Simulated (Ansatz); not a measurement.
# Ga2Sn2O3: the cost of one run

Method: DFT PBE, scalar-relativistic, plane waves, PAW, unless a step names another level, in Ansatz 0.2.0.

4 further runs of the same task are left out: 4 set aside as unsound or not needed. Runs told in other sessions of the task aren't counted.

## 1. The formula and the candidates

Pauling electronegativities: Ga 1.81, Sn 1.96, O 3.44 (spread 1.63). The formula balances with common oxidation states: Sn +2, Ga +1, O -2. Tabulated atomic sizes suggest about 16 Å³/atom. 26 candidates were drawn, by swapping species into database cells of other compounds, at random by space group and Wyckoff sites, or by hand, as the table says:

| name | made from | space group no. | Wyckoff sites | atoms (primitive cell) | V (Å³/atom) |
| --- | --- | --- | --- | --- | --- |
| c01 | random | 99 | Ga 1a, 1b; Sn 1b, 1a; O 2c, 1b | 7 | 20.2 |
| c02 | database cell of Ni3Pb2Se2 | 166 | Ga 3b, 3a; Sn 6c; O 9d | 7 | 15.1 |
| c03 | database cell of Ni3Pb2Se2 | 166 | Ga 6c; Sn 3b, 3a; O 9d | 7 | 15.1 |
| c04 | random | 191 | Ga 2c; Sn 2d; O 3f | 7 | 19.2 |
| c05 | random | 139 | Ga 4d; Sn 4c; O 2b, 4e | 7 | 16.8 |
| c06 | built by hand: K2Sn2O3 cubic (K2Pb2O3) | 199 | Ga 8a; Sn 8a; O 12b | 14 | 16.4 |
| c07 | random | 69 | Ga 8c; Sn 8g; O 8f, 4b | 7 | 21.0 |
| c08 | random | 166 | Ga 6c; Sn 6c; O 9e | 7 | 19.6 |
| c09 | random | 139 | Ga 4e; Sn 4c; O 4e, 2a | 7 | 20.4 |
| c10 | built by hand: cation-swapped cubic K2Sn2O3 | 199 | Ga 8a; Sn 8a; O 12b | 14 | 16.4 |
| c11 | random | 139 | Ga 4e; Sn 4c; O 2b, 4d | 7 | 18.8 |
| c12 | random | 139 | Ga 4d; Sn 4c; O 4e, 2a | 7 | 17.4 |
| c13 | built by hand: Rb2Sn2O3 rhombohedral | 166 | Ga 3b, 3a; Sn 6c; O 9e | 7 | 16.4 |
| c14 | random | 99 | Ga 2c; Sn 1b, 1b; O 1b, 1a, 1a | 7 | 19.0 |
| c15 | built by hand: ordered Bi4Se3 | 166 | Ga 6c; Sn 6c; O 6c, 3a | 7 | 16.4 |
| c16 | random | 123 | Ga 2f; Sn 2g; O 1d, 1a, 1b | 7 | 20.6 |
| c17 | random | 156 | Ga 1a, 1b; Sn 1b, 1c; O 1c, 1a, 1c | 7 | 21.2 |
| c18 | random | 65 | Ga 4e; Sn 2b, 2d; O 4f, 2c | 7 | 20.3 |
| c19 | random | 187 | Ga 1f, 1a; Sn 2i; O 2i, 1c | 7 | 17.4 |
| c20 | random | 191 | Ga 1a, 1b; Sn 2d; O 3g | 7 | 17.6 |
| c21 | random | 189 | Ga 2e; Sn 1a, 1b; O 3g | 7 | 16.7 |
| c22 | database cell of Tl2Pd3Se2 | 166 | Ga 3a, 3b; Sn 6c; O 9e | 7 | 15.5 |
| c23 | random | 191 | Ga 2c; Sn 2d; O 3g | 7 | 17.0 |
| c24 | random | 191 | Ga 2e; Sn 1a, 1b; O 3g | 7 | 18.8 |
| c25 | database cell of Mg2H2O3 | 164 | Ga 2d; Sn 2d; O 2d, 1a | 7 | 14.3 |
| c26 | random | 191 | Ga 2e; Sn 2c; O 1a, 2d | 7 | 17.2 |

## 2. Screening run of c15

The input, input.yaml:

```yaml
crystal:
  lattice:
    - [1.65, 0.95262794, 12.16666667]
    - [-1.65, 0.95262794, 12.16666667]
    - [0.0, -1.90525589, 12.16666667]
  atoms:
    - { symbol: Ga, position: [0.6967, 0.6967, 0.6967] }
    - { symbol: Ga, position: [0.3033, 0.3033, 0.3033] }
    - { symbol: Sn, position: [0.137, 0.137, 0.137] }
    - { symbol: Sn, position: [0.863, 0.863, 0.863] }
    - { symbol: O, position: [0.3867, 0.3867, 0.3867] }
    - { symbol: O, position: [0.6133, 0.6133, 0.6133] }
    - { symbol: O, position: [0.0, 0.0, 0.0] }
basis:
  ecutwfc: 420
kpoints:
  mp_grid: { grid: [4, 4, 4] }
hamiltonian:
  xc: pbe
scf:
  occupations: { method: gaussian, width: 0.15 }
  lower_state_search: "off"
output:
  forces: true
  stress: true
  eigenvalues: true
relax:
  adjacent_minimum: "off"
  f_tol: 0.08
  max_steps: 16
  cell: { stress_tol: 0.8 }
```

Command:

```
> ansatz run input.yaml --threads 1 --pin off --max-ram 2560MiB --backend cpu --events-out ev --progress --plain --runs-dir out
```

What time and memory should one allow on 1 thread of Arm Neoverse V2, shared host?

About 39 s, with a peak of 0.41 GiB.
